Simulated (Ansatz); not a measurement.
# CaRuO: the cost of one run

Method: DFT PBE, scalar-relativistic, plane waves, PAW, unless a step names another level, in Ansatz 0.2.0.

7 further runs of the same task are left out: 1 that didn't finish, 6 set aside as unsound or not needed. Runs told in other sessions of the task aren't counted.

**1. Plan**

Pauling electronegativities: Ca 1.00, Ru 2.20, O 3.44 (spread 2.44). No set of common oxidation states balances it. Tabulated atomic sizes suggest about 15 Å³/atom. 23 candidates were drawn, by swapping species into database cells of other compounds, at random by space group and Wyckoff sites, or by hand, as the table says:

```csv
name,made from,space group no.,Wyckoff sites,atoms (primitive cell),V (Å³/atom)
c01,"built by hand: ZrSiS-type (PbFCl family), Ru square net",129,Ca 2c; Ru 2a; O 2c,6,14.8
c02,database cell of TmCoC,47,Ca 1a; Ru 1h; O 1f,3,14.3
c03,random,65,Ca 2c; Ru 2d; O 2a,3,18.9
c04,random,38,Ca 2a; Ru 2a; O 2b,3,16.4
c05,random,123,"Ca 1d, 1b; Ru 2f; O 2h",6,16.4
c06,database cell of CeAlGa,187,Ca 1e; Ru 1b; O 1d,3,16.1
c07,random,65,Ca 2d; Ru 2c; O 2a,3,14.8
c08,database cell of YNiAs,187,Ca 1f; Ru 1c; O 1a,3,14.7
c09,random,123,Ca 1a; Ru 1b; O 1d,3,17.6
c10,random,8,Ca 2a; Ru 2a; O 2a,3,16.1
c11,random,187,"Ca 1b, 1a; Ru 2i; O 2h",6,16.8
c12,database cell of LaCuSn,187,Ca 1a; Ru 1d; O 1f,3,16.5
c13,database cell of KCN,8,Ca 2a; Ru 2a; O 2a,3,14.0
c14,random,191,"Ca 1b, 1a; Ru 2d; O 2e",6,19.1
c15,"built by hand: PbFCl-type, Ru double layer",129,Ca 2c; Ru 2c; O 2a,6,14.8
c16,random,123,Ca 1d; Ru 1a; O 1c,3,15.1
c17,built by hand: SmSI-type layered,166,Ca 6c; Ru 6c; O 6c,6,14.8
c18,random,187,Ca 1e; Ru 1a; O 1f,3,16.5
c19,database cell of NdTeF,129,Ca 2c; Ru 2c; O 2a,6,14.1
c20,random,123,Ca 1d; Ru 1c; O 1a,3,17.9
c21,database cell of GdHSe,187,Ca 1a; Ru 1c; O 1f,3,12.6
c22,random,187,Ca 1e; Ru 1c; O 1d,3,18.8
c23,built by hand: TiNiSi-type,62,Ca 4c; Ru 4c; O 4c,12,14.7
```

**2. Screening run of c01**

input.yaml

```yaml
crystal:
  lattice:
    - [3.7, 0.0, 0.0]
    - [0.0, 3.7, 0.0]
    - [0.0, 0.0, 6.5]
  atoms:
    - { symbol: Ca, position: [0.0, 0.5, 0.3] }
    - { symbol: Ca, position: [0.5, 0.0, 0.7] }
    - { symbol: Ru, position: [0.5, 0.5, 0.0], spin: 1.0 }
    - { symbol: Ru, position: [0.0, 0.0, 0.0], spin: 1.0 }
    - { symbol: O, position: [0.0, 0.5, 0.65] }
    - { symbol: O, position: [0.5, 0.0, 0.35] }
basis:
  ecutwfc: 420
kpoints:
  mp_grid: { grid: [4, 4, 3] }
hamiltonian:
  xc: pbe
scf:
  occupations: { method: gaussian, width: 0.2 }
  lower_state_search: "off"
output:
  forces: true
  stress: true
  eigenvalues: true
  populations: true
magnetization:
  spin_polarized: true
relax:
  adjacent_minimum: "off"
  f_tol: 0.08
  max_steps: 16
  cell: { stress_tol: 0.8 }
```

Launch:

```
$ ansatz run input.yaml --threads 1 --pin off --max-ram 2560MiB --backend cpu --events-out ev --progress --plain --runs-dir out
```

Q: Estimate wall time and peak memory on 1 thread of Arm Neoverse V1, shared host.

About 2.2 min, with a peak of 0.41 GiB.
